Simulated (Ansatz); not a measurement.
# C2H6OSn: how energies converge with the basis set

The task here is to estimate one member of a computed series from the others.

The runs use Ansatz 0.2.0, Gaussian basis; one geometry, several basis sets.

Levels to be run: PBE0-D4/def2-SVP; ωB97M-V/def2-SVP; PBE0-D4/def2-QZVPP; ωB97M-V/def2-QZVPP; the functionals' def2-TZVPP values are taken from earlier runs.

### Structure used throughout

All runs share one geometry, relaxed beforehand with PBE0-D4 in a triple-zeta def2 set. Sn takes the def2 core potential; no spin-orbit term is included.

10 atoms, charge 0, spin multiplicity 1.

Atoms are counted from 1 here; the program's logs count them from 0.

Bond lengths: C1–C2 1.519 Å, C1–H5 1.095 Å, C1–H6 1.095 Å, C1–H7 1.095 Å, C2–Sn3 2.211 Å, C2–H8 1.098 Å, C2–H9 1.098 Å, Sn3–O4 1.983 Å, O4–H10 0.962 Å. Angles: C2–C1–H5 111.8°, C2–C1–H6 112.4°, C2–C1–H7 111.8°, H5–C1–H6 106.6°, H5–C1–H7 107.3°, H6–C1–H7 106.6°, C1–C2–Sn3 116.9°, C1–C2–H8 111.0°, C1–C2–H9 111.0°, Sn3–C2–H8 106.1°, Sn3–C2–H9 106.0°, H8–C2–H9 105.1°, C2–Sn3–O4 96.8°, Sn3–O4–H10 114.6°.

Set-up of the first run:

File in.yaml:

```yaml
crystal:
  periodic: [false, false, false]
  atoms:
    - {symbol: C, position_ang: [-0.813880, 0.556250, 0.072989]}
    - {symbol: C, position_ang: [-0.062488, -0.491612, 0.876763]}
    - {symbol: Sn, position_ang: [1.785027, -1.306627, -0.022752]}
    - {symbol: O, position_ang: [1.726408, -0.233575, -1.689827]}
    - {symbol: H, position_ang: [-1.137301, 0.168373, -0.898349]}
    - {symbol: H, position_ang: [-1.715442, 0.907721, 0.585189]}
    - {symbol: H, position_ang: [-0.197830, 1.440894, -0.117736]}
    - {symbol: H, position_ang: [-0.703089, -1.356624, 1.091230]}
    - {symbol: H, position_ang: [0.226589, -0.099639, 1.860391]}
    - {symbol: H, position_ang: [0.975205, 0.363638, -1.754899]}
basis:
  gaussian: {orbitals: def2-SVP}
hamiltonian: {xc: pbe0, dispersion: d4}
output: {orbitals: {seedname: orbitals}}
```

Launch:

```bash
ansatz run in.yaml --threads 2 --pin off --events-out ev --progress --plain --max-ram 32768MiB --backend cpu
```

Among the steps run: PBE0-D4 in def2-SVP; ωB97M-V in def2-SVP; PBE0-D4 in def2-QZVPP; ωB97M-V in def2-QZVPP.

One table of the session follows, with a row left open; its other results are not shown here.

It belongs to the step «Density functionals: the series». 

```
functional       basis  HOMO (eV)  LUMO (eV)
   PBE0-D4    def2-SVP      -6.18      -1.95
   PBE0-D4  def2-TZVPP      -6.25      -2.07
   PBE0-D4  def2-QZVPP      -6.27      -2.10
   ωB97M-V    def2-SVP      -8.23      -0.14
   ωB97M-V  def2-TZVPP          ?          ?
   ωB97M-V  def2-QZVPP      -8.35      -0.42
```

Estimate the missing values for ωB97M-V, def2-TZVPP.

The run gave: HOMO (eV): -8.32; LUMO (eV): -0.35. In the column «HOMO (eV)» it lies between ωB97M-V, def2-QZVPP (-8.35) and ωB97M-V, def2-SVP (-8.23).
